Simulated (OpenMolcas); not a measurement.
# Ti³⁺ among point charges: CASSCF levels and susceptibility

How does a field of 5 point charges split the states of Ti³⁺, and what χT follows?

Program: OpenMolcas 26.06. Level of theory: state-averaged CASSCF, spin-orbit coupling by RASSI with atomic mean-field integrals. These are calculated values, not measurements, unless marked.

1 further run of the same task is left out (it didn't finish).

## Step 1: What is computed

```
Species                           : Ti³⁺ (titanium, Z = 22, 19 electrons)
Basis                             : ANO-RCC-VDZP [5s4p2d1f], 34 functions
Scalar Hamiltonian                : DKH2, point nucleus
Inactive shells                   : 1s 2s 2p 3s 3p
Active space                      : 1 electron in 5 orbitals (3d)
Some configurations of this space : 3d
Orbitals                          : optimised for each spin and parity, averaged over all roots
```

The outer shells:

3d
```
3d [↑ ][  ][  ][  ][  ]
```

The ion sits among 5 point charges of -2.5 e arranged as a trigonal bipyramid (D3h), 1.84 Å from the ion, with the axial distance 2.061 Å. The active orbitals were held to one l.

Each step is its own input file, run in one work folder so that later steps find the files of earlier ones. Labels, J, g values, rates, χT and fits are worked out afterwards by a script from the matrices that RASSI stores.

## Step 2: GATEWAY and SEWARD: basis and integrals

File a.inp:

```
&GATEWAY
Coord
1

Ti 0.0 0.0 0.0
Basis=ANO-RCC-VDZP
Group=NoSym
NoMove
AngMom=0.0 0.0 0.0
AMFI
XField
5 Angstrom 0
1.840000 0.000000 0.000000 -2.500000
-0.920000 1.593487 0.000000 -2.500000
-0.920000 -1.593487 0.000000 -2.500000
0.000000 0.000000 2.060800 -2.500000
0.000000 0.000000 -2.060800 -2.500000
&SEWARD
```

Command:

```sh
$ OMP_NUM_THREADS=1 MOLCAS_MEM=1689 MOLCAS_PROJECT=a pymolcas a.inp > a.log
```

Log:

```text
Basis set label: TI.ANO-RCC...5S4P2D1F.

      Electronic valence basis set:
      ------------------
      Associated Effective Charge  22.000000 au
      Associated Actual Charge     22.000000 au
      Nuclear Model: Point charge

      Shell  nPrim  nBasis  Cartesian Spherical Contaminant
         s      21       5        X
         p      15       4        X
         d      10       2                 X
         f       6       1                 X
                  Relativistic Douglas-Kroll-Hess integrals:
                    - DKH order of Hamiltonian: 2
                    - DKH order of Properties : 0
                  Atomic mean-field integrals
```

## Step 3: Reference wave functions, doublets, 5 roots

File a.inp:

```
&RASSCF
FileOrb=start.orb
Symmetry=1
Spin=2
nActEl=1 0 0
Inactive=9
Ras2=5
CIRoot=5 5 1
SDav=5
CIMx=300
Iter=120 100
PrWF=0.3
OrbListing=Nothing
MaxOrb=0
SupSym
1
10 10 11 12 13 14 23 24 25 26 27
>>> COPY $Project.JobIph JOB001
```

start.orb holds the contracted functions of the basis, ordered by shell, or the orbitals of the step before.

Log:

```text
Wave function specifications:
      -----------------------------

      Number of closed shell electrons          18
      Number of electrons in active shells       1
      Max number of holes in RAS1 space          0
      Max nr of electrons in RAS3 space          0
      Number of inactive orbitals                9
      Number of active orbitals                  5
      Number of secondary orbitals              20
      Spin quantum number                      0.5
      State symmetry                             1
Orbital specifications:
      -----------------------

      Symmetry species                           1
                                                 a
      Frozen orbitals                            0
      Inactive orbitals                          9
      Active orbitals                            5
      RAS1 orbitals                              0
      RAS2 orbitals                              5
      RAS3 orbitals                              0
      Secondary orbitals                        20
      Deleted orbitals                           0
      Number of basis functions                 34
      Number of CSFs                             5
      Number of root(s) required                 5
      Iter CI   SX   CI       RASSCF       Energy    max ROT     max BLB   max BLB  Level Ln srch  Step   QN
          iter iter root      energy       change     param      element    value   shift minimum  type update
 Nr of preliminary CI iterations:   1
        1   1    6    0  -861.33748764    0.00E+00  -2.90E-01*   7  20 1 -2.38E-01*  0.03   0.00    SX    NO
        2   1    6    0  -861.40233195   -6.48E-02*  8.68E-02    9  22 1  8.49E-02*  0.18   0.00    SX    NO
        3   1    6    0  -861.40672470   -4.39E-03* -3.73E-02    7  20 1 -1.92E-02*  0.11   0.00    SX    NO
        4   1    5    0  -861.40715137   -4.27E-04*  1.39E-02    9  22 1  8.05E-03*  0.13   0.00    SX    NO
        5   1    5    0  -861.40721015   -5.88E-05* -3.79E-03    7  20 1 -2.76E-03*  0.12   0.73    QN   YES
        6   1    4    0  -861.40721903   -8.87E-06* -3.59E-05    7  17 1  2.92E-05   0.13   1.01    QN   YES
        7   1    3    0  -861.40721903   -1.28E-09  -3.06E-06    7  17 1  3.62E-06   0.13   1.03    QN   YES
      Convergence after  7 iterations
        8   1    3    0  -861.40721903   -1.44E-11  -3.06E-06    9  22 1  5.40E-07   0.13   1.03    QN   YES
      Natural orbitals and occupation numbers for root  1
      sym 1:   0.000000   1.000000   0.000000  -0.000000   0.000000
      Natural orbitals and occupation numbers for root  2
      sym 1:   0.000000  -0.000000   0.000000   1.000000   0.000000
      Natural orbitals and occupation numbers for root  3
      sym 1:   1.000000  -0.000000  -0.000000   0.000000  -0.000000
::    RASSCF root number  1 Total energy:   -861.42626760
::    RASSCF root number  2 Total energy:   -861.42626759
::    RASSCF root number  3 Total energy:   -861.39965553
::    RASSCF root number  4 Total energy:   -861.39965551
::    RASSCF root number  5 Total energy:   -861.38424891
```

## Step 4: State interaction with spin-orbit coupling

File a.inp:

```
&RASSI
NrOfJobIphs=1 5
1 2 3 4 5
IphNames
JOB001
EJob
SpinOrbit
DIPRint=1.0
SOCoupling=1000.0
Subsets=2
Property=9
'ANGMOM' 1 'ANGMOM' 2 'ANGMOM' 3 'MLTPL  1' 1 'MLTPL  1' 2 'MLTPL  1' 3
'AMFI' 1 'AMFI' 2 'AMFI' 3
SOProperty=3
'ANGMOM' 1 'ANGMOM' 2 'ANGMOM' 3
```

Log:

```text
SPIN-FREE ENERGIES:
  (Shifted by EMIN (a.u.) =       -861.4262675951)

 SF State       Relative EMIN(au)   Rel lowest level(eV)    D:o, cm**(-1)      L_eff

     1             0.0000000000        0.0000000000              0.0000         2.0
     2             0.0000000020        0.0000000556              0.0004         2.0
     3             0.0266120697        0.7241513070           5840.6742         2.0
     4             0.0266120858        0.7241517453           5840.6777         2.0
     5             0.0420186846        1.1433866563           9222.0353         2.0
     Dipole printing threshold changed to   1.00000000E+00

++ Dipole transition strengths (spin-free states):
   -----------------------------------------------
     for osc. strength at least  1.00000000E+00

  ( Max oscillator strength is only    2.9033188577477259E-036 )
--
Eigenvalues of complex Hamiltonian:
   -----------------------------------
  (Shifted by EMIN (a.u.) =       -861.4262675951)

 SO State       Relative EMIN(au)   Rel lowest level(eV)    D:o, cm**(-1)     J-value

     1            -0.0003321862        0.0000000000              0.0000         1.9
     2            -0.0003321862        0.0000000000              0.0000         1.9
     3             0.0002990384        0.0171764969            138.5378         1.9
     4             0.0002990384        0.0171764969            138.5378         1.9
     5             0.0259430200        0.7149847859           5766.7412         1.2
     6             0.0259430200        0.7149847859           5766.7412         1.2
     7             0.0272980497        0.7518570216           6064.1358         1.2
     8             0.0272980497        0.7518570216           6064.1358         1.2
     9             0.0420349202        1.1528676981           9298.5051         2.1
    10             0.0420349202        1.1528676981           9298.5051         2.1
Weights of the five most important spin-orbit-free states for each spin-orbit state.

 SO State  Total energy (au)           Spin-free states, spin, and weights
 -------------------------------------------------------------------------------------------------------
    1        -0.000332       1 0.5  0.4998    2 0.5  0.4998    5 0.5  0.0004    4 0.5  0.0000    3 0.5  0.0000
    2        -0.000332       1 0.5  0.4998    2 0.5  0.4998    5 0.5  0.0004    4 0.5  0.0000    3 0.5  0.0000
    3         0.000299       2 0.5  0.4997    1 0.5  0.4997    3 0.5  0.0003    4 0.5  0.0003    5 0.5  0.0000
    4         0.000299       2 0.5  0.4997    1 0.5  0.4997    3 0.5  0.0003    4 0.5  0.0003    5 0.5  0.0000
    5         0.025943       3 0.5  0.4997    4 0.5  0.4997    1 0.5  0.0003    2 0.5  0.0003    5 0.5  0.0000
    6         0.025943       3 0.5  0.4997    4 0.5  0.4997    1 0.5  0.0003    2 0.5  0.0003    5 0.5  0.0000
    7         0.027298       4 0.5  0.5000    3 0.5  0.5000    1 0.5  0.0000    2 0.5  0.0000    5 0.5  0.0000
    8         0.027298       4 0.5  0.5000    3 0.5  0.5000    1 0.5  0.0000    2 0.5  0.0000    5 0.5  0.0000
    9         0.042035       5 0.5  0.9996    2 0.5  0.0002    1 0.5  0.0002    3 0.5  0.0000    4 0.5  0.0000
   10         0.042035       5 0.5  0.9996    2 0.5  0.0002    1 0.5  0.0002    3 0.5  0.0000    4 0.5  0.0000
 -------------------------------------------------------------------------------------------------------
```

These steps: 1.5 s of run time, 1 thread of Arm Neoverse V1, shared host.

Spin-free states, with their symmetry labels:

```csv
state,degeneracy,E (cm-1),free-ion L (%)
2E,2,0,D (100)
2E,2,5841,D (100)
2A1,1,9222,D (100)
```

With spin-orbit coupling:

```csv
E (cm-1),Degeneracy,Label,2S+1,g
0.0,2,E1/2,2,0.00 0.09 0.09
138.5,2,E3/2,2,0.00 0.00 4.00
5767,2,E3/2,2,0.00 0.00 2.00
6064,2,E1/2,2,0.00 0.00 6.00
9299,2,E1/2,2,2.00 2.10 2.10
```

Labels of spin-orbit levels are those of the rotation subgroup (D3 for D3h). Principal g values are given for doublets only; a zero marks a field direction without first-order Zeeman splitting.

Powder χT (cm³ K/mol): 0.01 at 2 K, 0.01 at 5 K, 0.02 at 10 K, 0.05 at 20 K, 0.12 at 50 K, 0.24 at 100 K, 0.32 at 150 K, 0.37 at 200 K, 0.40 at 250 K, 0.42 at 300 K.

Orbitals of the lowest block (energies include the constant potential of the surroundings):

```csv
shell,space,energy (hartree),mean occupation,⟨r²⟩ (bohr²)
1s,inactive,-182.2002,2.000,0.00647
2s,inactive,-19.4809,2.000,0.123
2p,inactive,-15.6486,6.000,0.102
3s,inactive,-0.6699,2.000,1.14
3p,inactive,0.4530,6.000,1.32
3d,RAS2,,1.000,2.07
```

## Step 5: Results

```
                                            quantity                              value
                                              method                             CASSCF
                              spin-free ground state     2E, 2-fold in its orbital part
first state of the same spin within the active space                    2E at 5840 cm⁻¹
                                        lowest level  2-fold E1/2, g = 0.00, 0.09, 0.09
                                          next level                         138.5 cm⁻¹
                                         χT at 300 K                     0.42 cm³ K/mol
                           effective moment at 300 K                            1.84 μB
```

What this shows: The spin-free ground state (2E) comes to 100 % from free-ion D terms and keeps the highest spin of the shell. χT at 300 K is 0.42, against 0.38 cm³ K/mol for the spin alone, so orbital moment adds to it. The field of point charges can differ much from that of real complexes. Point charges carry no covalency, so the field is a model and not that of real ligands.
